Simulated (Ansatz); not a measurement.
**CH₆S₂Si: how energies converge with the basis set**

One table from this session's results is given with a row withheld; the runs are named, their logs left out.

The runs use Ansatz 0.2.0, Gaussian basis; one geometry, several basis sets.

Plan: PBE0-D4/def2-SVP; ωB97M-V/def2-SVP; PBE0-D4/def2-QZVPP; ωB97M-V/def2-QZVPP; CCSD(T)/cc-pV(D+d)Z; CCSD(T)/cc-pV(T+d)Z; CCSD(T)/cc-pV(Q+d)Z; the functionals' def2-TZVPP values are taken from earlier runs.

### The relaxed structure

The geometry comes from an earlier relaxation with PBE0-D4 in a triple-zeta def2 set; it is a stationary point, not always the lowest conformer.

SMILES `CSS[SiH3]`, 10 atoms, charge 0, spin multiplicity 1.

Atoms are counted from 1 here; the program's logs count them from 0.

Bond lengths: C1–S2 1.800 Å, C1–H5 1.089 Å, C1–H6 1.093 Å, C1–H7 1.090 Å, S2–S3 2.060 Å, S3–Si4 2.141 Å, Si4–H8 1.485 Å, Si4–H9 1.482 Å, Si4–H10 1.487 Å. Angles: S2–C1–H5 110.8°, S2–C1–H6 105.9°, S2–C1–H7 111.0°, H5–C1–H6 109.4°, H5–C1–H7 110.4°, H6–C1–H7 109.2°, C1–S2–S3 102.0°, S2–S3–Si4 96.1°, S3–Si4–H8 109.9°, S3–Si4–H9 110.4°, S3–Si4–H10 106.9°, H8–Si4–H9 109.6°, H8–Si4–H10 109.7°, H9–Si4–H10 110.2°.

The first run:

in.yaml

```yaml
crystal:
  periodic: [false, false, false]
  atoms:
    - {symbol: C, position_ang: [-0.839360, 1.368107, -1.052661]}
    - {symbol: S, position_ang: [0.387960, 1.522382, 0.255305]}
    - {symbol: S, position_ang: [1.678268, -0.021897, -0.185451]}
    - {symbol: Si, position_ang: [0.697469, -1.489465, 1.025648]}
    - {symbol: H, position_ang: [-0.379063, 1.495754, -2.031622]}
    - {symbol: H, position_ang: [-1.559829, 2.171889, -0.883225]}
    - {symbol: H, position_ang: [-1.352609, 0.408400, -0.996118]}
    - {symbol: H, position_ang: [-0.715566, -1.639025, 0.593739]}
    - {symbol: H, position_ang: [0.742607, -1.095751, 2.454171]}
    - {symbol: H, position_ang: [1.423324, -2.771695, 0.823013]}
basis:
  gaussian: {orbitals: def2-SVP}
hamiltonian: {xc: pbe0, dispersion: d4}
output: {orbitals: {seedname: orbitals}}
```

Started as:

```bash
$ ansatz run in.yaml --threads 2 --pin off --events-out ev --progress --plain --max-ram 32768MiB --backend cpu
```

Among the steps run: PBE0-D4 in def2-SVP; ωB97M-V in def2-SVP; PBE0-D4 in def2-QZVPP; ωB97M-V in def2-QZVPP.

One of the session's tables, all rows but one given; the rest of the session is left out.

| functional | basis | HOMO (eV) |
| --- | --- | --- |
| PBE0-D4 | def2-SVP | -6.77 |
| PBE0-D4 | def2-TZVPP | -6.79 |
| PBE0-D4 | def2-QZVPP | -6.82 |
| ωB97M-V | def2-SVP | ? |
| ωB97M-V | def2-TZVPP | -8.93 |
| ωB97M-V | def2-QZVPP | -8.96 |

Estimate the missing values for ωB97M-V, def2-SVP.

As computed: HOMO (eV): -8.88. In the column «HOMO (eV)» it lies between ωB97M-V, def2-TZVPP (-8.93) and PBE0-D4, def2-QZVPP (-6.82).
